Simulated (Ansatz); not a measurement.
# InSb3 (Pm-3m) in Ansatz: further runs, part 2 of 2

Ansatz 0.2.0. The steps go on from the part before.

### Step 3. Relaxation of cell and atoms, PBEsol, target pressure 5 GPa, at which the enthalpy is minimised

Input file input.yaml:

```yaml
crystal:
  lattice:
    - [4.806367, 0.0, 0.0]
    - [0.0, 4.806367, 0.0]
    - [0.0, 0.0, 4.806367]
  atoms:
    - { symbol: Sb, position: [0.5, 0.5, 0.0] }
    - { symbol: Sb, position: [0.0, 0.5, 0.5] }
    - { symbol: Sb, position: [0.5, 0.0, 0.5] }
    - { symbol: In, position: [0.0, 0.0, 0.0] }
kpoints:
  mp_grid: { grid: [6, 6, 6] }
scf:
  occupations: { method: fermi_dirac, width: 0.05 }
hamiltonian:
  xc: pbesol
  pseudopotentials: { kind: all_electron, lapw: { basis_error: 0.002 } }
output:
  forces: true
  stress: true
relax:
  f_tol: 0.02
  max_steps: 60
  cell: { p_target: 5 }
```

Potentials or basis: all-electron LAPW, scalar-relativistic.

Command:

```bash
> ansatz run input.yaml --threads 2 --pin off --max-ram 8192MiB --backend cpu --events-out ev --progress --plain --runs-dir out
```

Log:

```text
Warning: RAYON_NUM_THREADS=2 ignored (pool sized by the plan → 2); use --threads N
The last accepted step is kept in <dir> (removed where the run ends without a failure and the disk answers)
LAPW: plane waves up to 6.370 Å⁻¹, error target 2.0e-3 eV per atom; small_component_spin mean_spin; In in spheres of 1.666 Å, 21 of its electrons in bands, Dirac shells []; Sb in spheres of 1.630 Å, 23 of its electrons in bands, Dirac shells [] (how accurate: hamiltonian.pseudopotentials.lapw.basis_error, Limitations)
Engine: ansatz 0.2.0, aarch64-unknown-linux-gnu
Pseudopotentials: kind: all_electron
Pseudopotential: Sb, LAPW, valence charge 23, lapw/all_electron/scalar/gaussian/Sb, Koelling and Harmon's equation, gaussian nucleus
Pseudopotential: In, LAPW, valence charge 21, lapw/all_electron/scalar/gaussian/In, Koelling and Harmon's equation, gaussian nucleus
Functional definition: PBEsol
  exchange = pbesol_x
  correlation = pbesol_c
Crystal: 4 atoms, lattice volume = 111.033 Å³
Basis set: ecut = 154.60048644739055 eV, 461 PW (Γ), exchange–correlation at level 2
Bands: 54, of which v1, the nominal top of the filled ones, is band 45 counted from 1 (44 counted from 0)
Symmetry: 48 space group operations
Space group: Pm-3m (ITA 221), of the structure as read, at distance tolerance 4.8e-5 Å
k-points: 20 of 216
Non-local potential: Sb, projectors of the file, none
Non-local potential: In, projectors of the file, none
Initial density: superposition of atomic densities (chi_scale 0.1, normalization cell, long waves kept (reshape's long-wave potential 0.00 eV rms))
Initial wavefunctions: plane waves of lowest kinetic energy (no species holds an atomic orbital)
Functional: x = pbesol(κ = 0.804, μ = 0.12345679012345678), c = pbesol(β = 0.046)
iter 1 solved again at ethr=3.58e-5 eV; its pass at ethr=1.00e-1 eV (dr2=3.22e-2 eV) is discarded
SCF iter   1: F=—  HF=-688848.395038 eV  |F-HF|=—  |Δ(HF+E_count)|=         —  Δρ=5.63e-3  dr2=3.25e-2  ethr=3.58e-5  ⟨swp⟩=3.2  Hψ=7391  notcnv=0
preconditioner: auto → Kerker (q_TF=auto, 2.634 Å⁻¹)  [metal: Δε(μ)=0.090 eV  Ē_g=11.880 eV  σ=0.050 eV  W_gap=0.38  n_scr=32 (ndim 8)  ℏωp=18.6 eV  f_vac=0.000  D(μ)=2.52/eV (n_scr^D=18)]
SCF iter   2: F=—  HF=-688848.345381 eV  |F-HF|=—  |Δ(HF+E_count)|=   4.97e-2  Δρ=3.42e-3  dr2=1.38e-2  ethr=3.58e-5  ⟨swp⟩=2.0  Hψ=3253  notcnv=0
SCF iter   3: F=—  HF=-688848.339964 eV  |F-HF|=—  |Δ(HF+E_count)|=   5.42e-3  Δρ=1.91e-3  dr2=5.54e-3  ethr=1.53e-5  ⟨swp⟩=2.0  Hψ=3254  notcnv=0
SCF iter   4: F=—  HF=-688848.338787 eV  |F-HF|=—  |Δ(HF+E_count)|=   1.18e-3  Δρ=9.66e-4  dr2=1.57e-3  ethr=6.15e-6  ⟨swp⟩=2.0  Hψ=3253  notcnv=0
SCF iter   5: F=—  HF=-688848.339079 eV  |F-HF|=—  |Δ(HF+E_count)|=   2.92e-4  Δρ=3.37e-4  dr2=2.73e-4  ethr=1.75e-6  ⟨swp⟩=2.0  Hψ=3253  notcnv=0
iter 6 solved again at ethr=2.66e-8 eV; its pass at ethr=3.04e-7 eV (dr2=2.40e-5 eV) is discarded
SCF iter   6: F=—  HF=-688848.338928 eV  |F-HF|=—  |Δ(HF+E_count)|=   1.51e-4  Δρ=1.26e-4  dr2=2.39e-5  ethr=2.66e-8  ⟨swp⟩=2.0  Hψ=5466  notcnv=0
SCF iter   7: F=—  HF=-688848.338930 eV  |F-HF|=—  |Δ(HF+E_count)|=   2.01e-6  Δρ=4.99e-5  dr2=5.86e-6  ethr=2.66e-8  ⟨swp⟩=2.0  Hψ=3253  notcnv=0
SCF iter   8: F=—  HF=-688848.338929 eV  |F-HF|=—  |Δ(HF+E_count)|=   4.94e-7  Δρ=1.47e-5  dr2=5.97e-7  ethr=6.51e-9  ⟨swp⟩=2.0  Hψ=3253  notcnv=0
SCF iter   9: F=-688848.338929 eV  HF=-688848.338929 eV  |F-HF|=3.35e-8  |Δ(HF+E_count)|=   6.04e-8  Δρ=4.69e-6  dr2=5.49e-8  ethr=6.63e-10  ⟨swp⟩=2.0  Hψ=3253  notcnv=0
SCF 1 converged in 9 iterations: F = -688848.338929 eV  dr2 = 5.49e-8
relax step   1: F+E_penalty+E_count = -688848.33892938 eV  Δ(F+E_penalty+E_count) = +0.000e0 eV  max|allowed force component| = 5.321e-31 eV/Å  Δτ_max = 0.0000 Å  P = -2.671 GPa  Ω = 111.033 Å³  (9 SCF iters, accepted)
Crystal: 4 atoms, lattice volume = 95.573 Å³
Basis set: ecut = 170.8525702337335 eV, 461 PW (Γ), exchange–correlation at level 2
Initial density: handed on by an earlier stage of this run
Initial wavefunctions: those handed on with the density
[... 22 lines left out ...]
SCF iter   5: F=—  HF=-688848.297879 eV  |F-HF|=—  |Δ(HF+E_count)|=   1.61e-7  Δρ=8.09e-6  dr2=1.03e-7  ethr=1.15e-10  ⟨swp⟩=2.0  Hψ=5448  notcnv=0
SCF iter   6: F=-688848.297879 eV  HF=-688848.297879 eV  |F-HF|=8.09e-8  |Δ(HF+E_count)|=   5.22e-8  Δρ=3.36e-6  dr2=1.47e-8  ethr=1.15e-10  ⟨swp⟩=2.0  Hψ=3241  notcnv=0
SCF 3 converged in 6 iterations: F = -688848.297879 eV  dr2 = 1.47e-8
relax step   3: F+E_penalty+E_count = -688848.29787860 eV  Δ(F+E_penalty+E_count) = -1.240e-1 eV  max|allowed force component| = 2.761e-30 eV/Å  Δτ_max = 0.0000 Å  P = +4.522 GPa  Ω = 98.914 Å³  (6 SCF iters, accepted)
Crystal: 4 atoms, lattice volume = 98.354 Å³
Basis set: ecut = 167.6164675018322 eV, 461 PW (Γ), exchange–correlation at level 2
iter 1 solved again at ethr=3.44e-10 eV; its pass at ethr=1.00e-1 eV (dr2=3.09e-7 eV) is discarded
SCF iter   1: F=—  HF=-688848.281293 eV  |F-HF|=—  |Δ(HF+E_count)|=         —  Δρ=3.11e-5  dr2=7.97e-7  ethr=3.44e-10  ⟨swp⟩=6.0  Hψ=6846  notcnv=0
preconditioner: auto → Kerker (q_TF=auto, 2.688 Å⁻¹)  [metal: Δε(μ)=0.012 eV  Ē_g=12.595 eV  σ=0.050 eV  W_gap=0.06  n_scr=26 (ndim 8)  ℏωp=19.8 eV  f_vac=0.000  D(μ)=2.84/eV (n_scr^D=18)]
SCF iter   2: F=—  HF=-688848.281293 eV  |F-HF|=—  |Δ(HF+E_count)|=   1.42e-7  Δρ=2.19e-5  dr2=5.09e-7  ethr=3.44e-10  ⟨swp⟩=2.4  Hψ=3247  notcnv=0
SCF iter   3: F=—  HF=-688848.281293 eV  |F-HF|=—  |Δ(HF+E_count)|=  1.16e-10  Δρ=1.32e-5  dr2=2.28e-7  ethr=3.44e-10  ⟨swp⟩=2.0  Hψ=3238  notcnv=0
SCF iter   4: F=-688848.281293 eV  HF=-688848.281293 eV  |F-HF|=3.11e-8  |Δ(HF+E_count)|=   2.83e-8  Δρ=5.05e-6  dr2=5.23e-8  ethr=2.53e-10  ⟨swp⟩=2.0  Hψ=3238  notcnv=0
SCF 4 converged in 4 iterations: F = -688848.281293 eV  dr2 = 5.23e-8
relax step   4: F+E_penalty+E_count = -688848.28129324 eV  Δ(F+E_penalty+E_count) = +1.659e-2 eV  max|allowed force component| = 7.765e-31 eV/Å  Δτ_max = 0.0000 Å  P = +4.979 GPa  Ω = 98.354 Å³  (4 SCF iters, accepted)
iter 1 solved again at ethr=4.11e-11 eV; its pass at ethr=1.00e-1 eV (dr2=3.70e-8 eV) is discarded
SCF iter   1: F=—  HF=-688848.281295 eV  |F-HF|=—  |Δ(HF+E_count)|=         —  Δρ=4.42e-6  dr2=3.78e-8  ethr=4.11e-11  ⟨swp⟩=6.7  Hψ=6649  notcnv=0  reapply=2
preconditioner: auto → Kerker (q_TF=auto, 2.688 Å⁻¹)  [metal: Δε(μ)=0.012 eV  Ē_g=12.596 eV  σ=0.050 eV  W_gap=0.06  n_scr=26 (ndim 8)  ℏωp=19.8 eV  f_vac=0.000  D(μ)=2.84/eV (n_scr^D=18)]
SCF iter   2: F=-688848.281295 eV  HF=-688848.281295 eV  |F-HF|=3.26e-9  |Δ(HF+E_count)|=   6.39e-8  Δρ=3.00e-6  dr2=1.69e-8  ethr=4.11e-11  ⟨swp⟩=2.0  Hψ=3238  notcnv=0
SCF 5 converged in 2 iterations: F = -688848.281295 eV  dr2 = 1.69e-8
relax step   5: F+E_penalty+E_count = -688848.28129530 eV  Δ(F+E_penalty+E_count) = -2.063e-6 eV  max|allowed force component| = 3.246e-31 eV/Å  Δτ_max = 0.0000 Å  P = +4.979 GPa  Ω = 98.354 Å³  stress off target by 2.15e-2 GPa  SCF on the basis re-selected at this cell (its energy is not comparable with the rows above)  (2 SCF iters)
basis re-selected at this cell: Δ(F+E_penalty+E_count) = -2.063e-6 eV, ΔP = -0.000 GPa vs the last step (what re-selecting the basis moved, after the strain that the cell walked since its last selection, with what the two solves' SCF thresholds leave and, on support functions, any second-order correction that the steps lacked; it is no measure of the basis error at this ecutwfc). This SCF's stress stands 2.15e-2 GPa from its target on what of the cell is left free (relax.cell.stress_tol is 5.00e-2 GPa) and its largest allowed force component is 3.25e-31 eV/Å (relax.f_tol is 2.00e-2 eV/Å): within both
SCF converged after 2 iterations
Free energy (F): -688848.281295 eV
Harris-Foulkes:  -688848.281295 eV  (|F-HF|=3.26e-9)
Internal energy: -688848.259115 eV  (E = F + TS)
E sigma→0 (E₀):  -688848.270205 eV
Entropy (-TS):   -0.022180 eV (-5.545 meV/atom)
Fermi energy:    15.812510 eV
--- Per-component energies (eV) ---
  E_band       = -2980.449386
  E_kinetic    = 725235.233391
  E_xc         = -17981.237428
  E_electrostatic = -1396102.255078  (all electrons and nuclei)
  E_smearing   = -0.022180  (= −TS)
  E_closure    = 0.000000  (closes the sum)
  E_atoms      = -688832.388825  (free atoms, spherical and without spin; not in F)
  Σ components = -688848.281295   (vs F -688848.281295, Δ=0.00e0)
  Basis errors (estimates in eV, not in F): energy 5.7e-4 per atom: plane waves 5.6e-4 (3.0e-4 summed), levels above the bands 3.2e-49, relativity 1.2e-8, radial functions 5.2e-6, core shells 1.9e-9; eigenvalues (radial functions only) 6.2e-6; not estimated: angular momenta, meshes, grids; target (lapw.basis_error) 2.0e-3; muffin-tin radii In 1.600 Å, Sb 1.566 Å
--- Forces (eV/Å), atoms counted from 1 ---
  atom   1  Sb     0.00000000     0.00000000    -0.00000000
  atom   2  Sb    -0.00000000     0.00000000     0.00000000
  atom   3  Sb    -0.00000000    -0.00000000     0.00000000
  atom   4  In     0.00000000    -0.00000000     0.00000000
  max |Σ_I F_I| component: 4.11e-32 eV/Å
--- Stress (GPa, compression-positive) ---
        4.978530       0.000000      -0.000000
        0.000000       4.978530      -0.000000
       -0.000000      -0.000000       4.978530
  P = ⅓ Tr σ = 4.9785 GPa (49.785 kbar)
--- Relaxed structure (4 steps of the walk, 4 accepted, 1 SCFs on fresh bases) ---
  F+E_penalty+E_count = -688848.28129530 eV   max|allowed force component| = 3.246e-31 eV/Å   (the final SCF, on the basis selected at the relaxed cell)
  cell:  # Å, volume = 98.3540 Å³
    - [4.615981030075852, 5.216060266048763e-34, -2.5679065925163143e-34]
    - [8.024708101613454e-36, 4.615981030075852, -5.135813185032629e-34]
    - [-7.703719777548943e-34, -5.135813185032629e-34, 4.615981030075852]
  atoms:
    - { symbol: Sb, position: [0.5, 0.5, 5.0952134200390766e-40] }
    - { symbol: Sb, position: [8.763767083455066e-39, 0.5, 0.5] }
    - { symbol: Sb, position: [0.5, -1.834276829976043e-39, 0.5] }
    - { symbol: In, position: [-9.171384159581633e-39, 3.8723621996355916e-39, 1.0190426865270772e-40] }
```

It took 30 s on 2 threads of Arm Neoverse V1, shared host; peak memory 0.38 GiB.

What came out:

- Free energy: -688848.2813 eV
- Relaxed volume: 24.59 Å³/atom
- Relaxed cell: a = 4.616 Å, b = 4.616 Å, c = 4.616 Å, α = 90.00°, β = 90.00°, γ = 90.00°
- Space group after relaxing (to 0.05 Å): Pm-3m (No. 221)
- Energy change on relaxing (the enthalpy is what falls): +14.4 meV/atom
- Ionic steps: 5
- Pressure after relaxing: 5.0 GPa

The path:
```
step  energy change (eV)  largest force (eV/Å)  volume (Å³)
   1              0.0000                0.0000       111.03
   2              0.1650                0.0000        95.57
   3              0.0410                0.0000        98.91
   4              0.0576                0.0000        98.35
   5              0.0576                0.0000        98.35
```

Final structure:
```yaml
crystal:
  lattice:
    - [4.61598, 0.00000, 0.00000]
    - [0.00000, 4.61598, 0.00000]
    - [0.00000, 0.00000, 4.61598]
  atoms:
    - { symbol: Sb, position: [0.50000, 0.50000, 0.00000] }
    - { symbol: Sb, position: [0.00000, 0.50000, 0.50000] }
    - { symbol: Sb, position: [0.50000, 0.00000, 0.50000] }
    - { symbol: In, position: [0.00000, 0.00000, 0.00000] }
```
